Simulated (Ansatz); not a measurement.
The system is CsAs.

```xyz
2
Lattice="4.1231 0.0000 0.0000 0.0000 4.2949 0.0000 0.0000 0.0000 4.2949" Properties=species:S:1:pos:R:3 pbc="T T T"
Cs    0.0000    0.0000    0.0000
As    2.0616    2.1475    2.1475
```

The cell was built by a generator and needn't be a form met in nature.

The cell isn't the ideal one: strained by -4 %.

Below is the output of Ansatz 0.2.0 for this cell. Logs are shortened: lines on timing, memory, paths and dates and some standing lists are left out, and cuts for length are marked.

```text
Warning: RAYON_NUM_THREADS=2 ignored (pool sized by the plan → 2); use --threads N
Engine: ansatz 0.2.0, aarch64-unknown-linux-gnu
Pseudopotentials: kind: paw
Pseudopotential: Cs, paw, valence charge 9, recommended cutoff 420 eV (normal), Cs.paw.azcp
Pseudopotential: As, paw, valence charge 15, recommended cutoff 420 eV (normal), As.paw.azcp
Functional definition: PBE
  parameter kappa = 0.804
  parameter beta = 0.06672455060314922
  exchange = pbe_x(kappa = kappa, mu = beta*pi^2/3)
  correlation = pbe_c(beta = beta)
Crystal: 2 atoms, lattice volume = 76.058 Å³
Basis set: ecut = 420 eV, 1477 PW (Γ), exchange–correlation on 60×60×60 points (8 copies of the dense FFT grid, shifted against one another)
Bands: 16, of which v1, the nominal top of the filled ones, is band 12 counted from 1 (11 counted from 0)
Symmetry: 16 space group operations
Space group: P4/mmm (ITA 123), of the structure as read, at distance tolerance 4.2e-5 Å
k-points: 40 of 216
Non-local potential: Cs, projectors of the file, l = 0: 3, l = 1: 2, l = 2: 2, l = 3: 2
Non-local potential: As, projectors of the file, l = 0: 2, l = 1: 2, l = 2: 3, l = 3: 1
PAW form: soft (Blöchl's): semilocal exchange-correlation on the pseudo side does not see the compensation charge
PAW one-centre angular grid: Cs, 194 points (default); XC on 64 Gauss nodes
PAW one-centre angular grid: As, 590 points (default); XC on 64 Gauss nodes
Initial density: superposition of atomic densities (neutral atoms: chi_scale 0, normalization atom), corrected by the library's trained network
Initial wavefunctions: pseudopotential atomic-orbital guess
Functional: x = pbe(κ = 0.804, μ = 0.2195149727645171), c = pbe(β = 0.06672455060314922)
SCF iter   1: F=—  HF=-10526.288271 eV  |F-HF|=—  |Δ(HF+E_count)|=         —  Δρ=1.95e-3  dr2=4.29e-3  ethr=1.77e-3  ⟨swp⟩=6.1  Hψ=3448  notcnv=0
preconditioner: auto → Kerker (q_TF=auto, 2.251 Å⁻¹)  [metal: Δε(μ)=0.056 eV  Ē_g=9.766 eV  σ=0.050 eV  W_gap=0.26  n_scr=18 (ndim 8)  ℏωp=14.7 eV  f_vac=0.000  D(μ)=3.81/eV (n_scr^D=30)]
SCF iter   2: F=—  HF=-10526.287942 eV  |F-HF|=—  |Δ(HF+E_count)|=   3.29e-4  Δρ=9.31e-4  dr2=1.36e-3  ethr=1.79e-5  ⟨swp⟩=1.6  Hψ=1083  notcnv=0
SCF iter   3: F=—  HF=-10526.287839 eV  |F-HF|=—  |Δ(HF+E_count)|=   1.03e-4  Δρ=2.97e-4  dr2=1.43e-4  ethr=5.68e-6  ⟨swp⟩=2.6  Hψ=1032  notcnv=0
SCF iter   4: F=—  HF=-10526.287804 eV  |F-HF|=—  |Δ(HF+E_count)|=   3.44e-5  Δρ=2.03e-4  dr2=5.60e-5  ethr=5.94e-7  ⟨swp⟩=2.0  Hψ=870  notcnv=0
SCF iter   5: F=—  HF=-10526.287826 eV  |F-HF|=—  |Δ(HF+E_count)|=   2.18e-5  Δρ=7.11e-5  dr2=7.05e-6  ethr=2.33e-7  ⟨swp⟩=2.1  Hψ=800  notcnv=0
SCF iter   6: F=—  HF=-10526.287828 eV  |F-HF|=—  |Δ(HF+E_count)|=   1.54e-6  Δρ=1.88e-5  dr2=2.21e-7  ethr=2.94e-8  ⟨swp⟩=2.2  Hψ=849  notcnv=0
SCF iter   7: F=-10526.287828 eV  HF=-10526.287828 eV  |F-HF|=9.43e-9  |Δ(HF+E_count)|=   2.63e-7  Δρ=3.23e-6  dr2=1.26e-8  ethr=4.17e-10  ⟨swp⟩=9.3  Hψ=4337  notcnv=0
SCF 1 converged in 7 iterations: F = -10526.287828 eV  dr2 = 1.26e-8
  greatest PAW one-centre occupation: 0.999 electrons in one spin orbital (limit 2), on the As atom at site 1 (counted from 0), in its partial waves of l = 2
SCF converged after 7 iterations
Free energy (F): -10526.287828 eV
Harris-Foulkes:  -10526.287828 eV  (|F-HF|=9.43e-9)
Internal energy: -10526.256506 eV  (E = F + TS)
E sigma→0 (E₀):  -10526.272167 eV
Entropy (-TS):   -0.031322 eV (-15.661 meV/atom)
Fermi energy:    5.777444 eV
--- Per-component energies (eV) ---
  E_band       = -323.031666
  E_kinetic    = 244.527448
  E_local      = -2331.258329  (includes V_loc(G=0)·N_el)
  E_nonlocal   = -640.958047
  E_hartree    = 1198.168679
  E_xc         = -252.499296
  E_vxc        = -204.273903  (∫ρ·V_xc dr)
  E_paw        = -6901.087395  (= ΣΔE_a)
  E_vpaw       = 212.594029  (= ΣTr[D̂ρ^β])
  E_aug_tail   = 0.000006  (compensation charges beyond the density's cutoff)
  E_ewald      = -1843.149573
  E_smearing   = -0.031322  (= −TS)
  E_closure    = -0.000000  (closes the sum)
  Σ components = -10526.287828   (vs F -10526.287828, Δ=0.00e0)
--- Forces (eV/Å), atoms counted from 1 ---
  atom   1  Cs    -0.00000000    -0.00000000     0.00000000
  atom   2  As    -0.00000000     0.00000000     0.00000000
  max |Σ_I F_I| component: 4.93e-31 eV/Å
--- Stress (GPa, compression-positive) ---
       -0.003079       0.000000       0.000000
        0.000000       0.847275       0.000000
        0.000000       0.000000       0.847275
  P = ⅓ Tr σ = 0.5638 GPa (5.638 kbar)
--- Band table (eV; the first three rows and the last of 40) ---
  k-point 0: bands = ["-29.2040", "-29.1956", "-29.1956", "-29.1623", "-29.1595", "-15.4137", "-3.8280", "-2.0631", "-2.0631", "-1.9404", "6.3473", "6.3473", "6.5445", "8.6679", "8.7959", "9.7011"]
  k-point 1: bands = ["-29.2040", "-29.1956", "-29.1956", "-29.1624", "-29.1594", "-15.4001", "-3.9601", "-2.0347", "-1.9799", "-1.9155", "5.5115", "6.2259", "6.4559", "8.9466", "9.4828", "10.5848"]
  k-point 2: bands = ["-29.2040", "-29.1957", "-29.1956", "-29.1624", "-29.1592", "-15.3726", "-4.2106", "-1.9766", "-1.8645", "-1.7971", "4.4277", "5.9848", "6.2748", "9.4554", "11.1409", "12.0822"]
  k-point 39: bands = ["-29.2031", "-29.1959", "-29.1959", "-29.1625", "-29.1589", "-15.2399", "-3.2175", "-2.5919", "-2.4529", "-2.4529", "4.1184", "4.2628", "4.2628", "13.0552", "13.0552", "13.4782"]
```

Q: Write the input and the command behind it.

A: Single point with PBE, no spin polarisation. The files as run (others can give the same):

input.yaml
```yaml
crystal:
  lattice:
    - [4.1231424, 0.0, 0.0]
    - [0.0, 4.29494, 0.0]
    - [0.0, 0.0, 4.29494]
  atoms:
    - { symbol: Cs, position: [0.0, 0.0, 0.0] }
    - { symbol: As, position: [0.5, 0.5, 0.5] }
hamiltonian:
  xc: pbe
  pseudopotentials: { kind: paw }
kpoints:
  mp_grid: { grid: [6, 6, 6] }
scf:
  occupations: { method: fermi_dirac, width: 0.05 }
output:
  forces: true
  stress: true
  eigenvalues: true
  write_density: true
  write_potential: true
  elf: true
  volumetric_format: npy
```

Potentials or basis: Ansatz PAW.
Command:
```sh
$ ansatz run input.yaml --threads 2 --pin off --max-ram 5632MiB --backend cpu --events-out ev --progress --plain --runs-dir out
```
